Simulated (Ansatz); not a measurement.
# CH5CuO: the cost of one run

Method: RKS PBE0/def2-TZVP, in Ansatz 0.2.0.

1 further run of the same task is left out (it didn't finish).

### Step 1. The structure to begin with

Bond lengths: C1–Cu2 1.928 Å, Cu2–O3 1.917 Å, C1–H4 1.093 Å, C1–H5 1.092 Å, C1–H6 1.092 Å, O3–H7 0.971 Å, O3–H8 0.971 Å. Angles: C1–Cu2–O3 179.8°, Cu2–C1–H4 114.0°, Cu2–C1–H5 113.6°, Cu2–C1–H6 113.0°, H4–C1–H5 105.1°, H4–C1–H6 105.1°, H5–C1–H6 105.1°, Cu2–O3–H7 101.5°, Cu2–O3–H8 101.4°, H7–O3–H8 109.2°.

Coordinates:

```xyz
8

C    -0.7315    1.3099   -0.4727
Cu    0.2828   -0.2565    0.0107
O     1.2945   -1.8145    0.4850
H    -1.2996    1.7447    0.3530
H    -1.4663    1.1294   -1.2601
H    -0.1071    2.1232   -0.8477
H     1.3647   -1.7130    1.4481
H     0.6624   -2.5232    0.2837
```

### Step 2. Relaxing end A

input.yaml

```yaml
crystal:
  periodic: [false, false, false]
  atoms:
    - { symbol: C, position_ang: [-0.73145, 1.30986, -0.47269] }
    - { symbol: Cu, position_ang: [0.2828, -0.25651, 0.01069] }
    - { symbol: O, position_ang: [1.29454, -1.81449, 0.48503] }
    - { symbol: H, position_ang: [-1.29963, 1.74468, 0.35298] }
    - { symbol: H, position_ang: [-1.46626, 1.1294, -1.2601] }
    - { symbol: H, position_ang: [-0.10713, 2.12321, -0.84767] }
    - { symbol: H, position_ang: [1.36475, -1.71296, 1.4481] }
    - { symbol: H, position_ang: [0.66239, -2.52319, 0.28366] }
basis:
  gaussian: { orbitals: def2-TZVP }
hamiltonian:
  xc: pbe0
relax:
  f_tol: 0.015
  max_steps: 40
```

Run with:

```bash
> ansatz run input.yaml --threads 2 --pin off --max-ram 3072MiB --backend cpu --events-out ev --progress --plain --runs-dir out
```

What time and memory should one allow on 2 threads of Intel Xeon Platinum 8259CL at 2.50GHz (Skylake/Cascade Lake), shared host?

About 28 s, with a peak of 0.35 GiB.
